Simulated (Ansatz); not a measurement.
Write a Python script for the Python package of Ansatz (0.2.0) that makes a geometry optimisation of C₃H₃GeN, SMILES C#[C][GeH2][C]#N. Level of theory: r2SCAN, def2-SVP basis, multiplicity 1.

Input file `c3h3gen.xyz`:
```text
8

C     2.28240    0.25490   -0.35560
C     1.15080   -0.06150   -0.08740
Ge   -0.62740   -0.55790    0.33370
C    -1.80940    0.81780   -0.21130
N    -2.53140    1.65840   -0.54430
H     3.27600    0.53270   -0.59120
H    -0.75490   -0.77310    1.86340
H    -0.98610   -1.87120   -0.40730
```

`opt_c3h3gen.py`
```python
'''Geometry optimisation of C3H3GeN.'''

from dataclasses import dataclass

import ansatz
import numpy as np


@dataclass(frozen=True)
class RunConfig:
    basis_set: str = 'def2-SVP'
    xc: str = 'r2scan'


opts = RunConfig()


def main() -> None:
    system = ansatz.Crystal.molecule_from_extxyz('c3h3gen.xyz')

    model = (
        system.calculation()
        .basis(gaussian=opts.basis_set)
        .functional(opts.xc)  # exchange and correlation
    )
    symbols = [site.symbol for site in system.cartesian_sites]
    start = np.array([site.position_ang for site in system.cartesian_sites], dtype=float)
    def progress(event):
        if event['event'] == 'relax_step':
            row = event['data']
            print(f'step {row["step"]:3d}  E = {row["lagrangian_ev"]:.6f} eV  max force {row["allowed_force_max_ev_ang"]:.4f} eV/A')


    r = model.relax(force_tolerance=0.005).session().plan().execute(on_event=progress).report
    end = np.array(r['positions_ang'])

    for key in ('converged', 'free_energy_ev', 'reference_energy_ev', 'n_frozen', 'n_occupied', 'n_virtual'):
        print(f'{key:22s} {r[key]}')

    print('final positions (A) and the move of each atom')
    for symbol, xyz, old in zip(symbols, end, start):
        print(f'{symbol:2s} {xyz[0]:10.5f} {xyz[1]:10.5f} {xyz[2]:10.5f}   {np.linalg.norm(xyz - old):7.4f}')
    with open('c3h3gen_opt.xyz', 'w') as handle:
        handle.write(f'{len(symbols)}\nrelaxed C3H3GeN\n')
        handle.writelines(f'{s:2s} {x:11.6f} {y:11.6f} {z:11.6f}\n' for s, (x, y, z) in zip(symbols, end))


if __name__ == '__main__':
    main()
```

```console
$ python opt_c3h3gen.py
step   1  E = -61151.668463 eV  max force 1.5258 eV/A
step   2  E = -61151.713397 eV  max force 0.2800 eV/A
step   3  E = -61151.716656 eV  max force 0.0331 eV/A
step   4  E = -61151.716769 eV  max force 0.0124 eV/A
step   5  E = -61151.716838 eV  max force 0.0109 eV/A
step   6  E = -61151.716848 eV  max force 0.0009 eV/A
converged              True
free_energy_ev         -61151.716856653264
reference_energy_ev    -61151.716856653264
n_frozen               0
n_occupied             [30, 30]
n_virtual              [73, 73]
final positions (A) and the move of each atom
C     2.28695    0.25840   -0.35780    0.0061
C     1.14603   -0.07073   -0.08247    0.0115
Ge   -0.61262   -0.59836    0.35175    0.0467
C    -1.79701    0.81245   -0.20995    0.0136
N    -2.52864    1.65484   -0.54286    0.0047
H     3.29260    0.55323   -0.60277    0.0288
H    -0.77769   -0.75400    1.86110    0.0298
H    -1.00964   -1.85573   -0.41701    0.0298
```

File `c3h3gen_opt.xyz` afterwards:
```text
8
relaxed C3H3GeN
C     2.286952    0.258396   -0.357799
C     1.146034   -0.070731   -0.082473
Ge   -0.612618   -0.598361    0.351754
C    -1.797007    0.812451   -0.209950
N    -2.528637    1.654845   -0.542856
H     3.292604    0.553230   -0.602769
H    -0.777690   -0.753999    1.861102
H    -1.009637   -1.855733   -0.417008
```

Notes:
- The settings weren't tested for convergence.
- The end point is the stationary point reached from this start; no frequency run checks that it is a minimum, and the basis set is modest.
- Run time: 30 s on 1 thread of Intel(R) Xeon(R) Platinum 8375C CPU @ 2.90GHz (Ice Lake) (shared host), peak memory 0.24 GiB.

(Lines on the test bed's own set-up are left out of the output.)
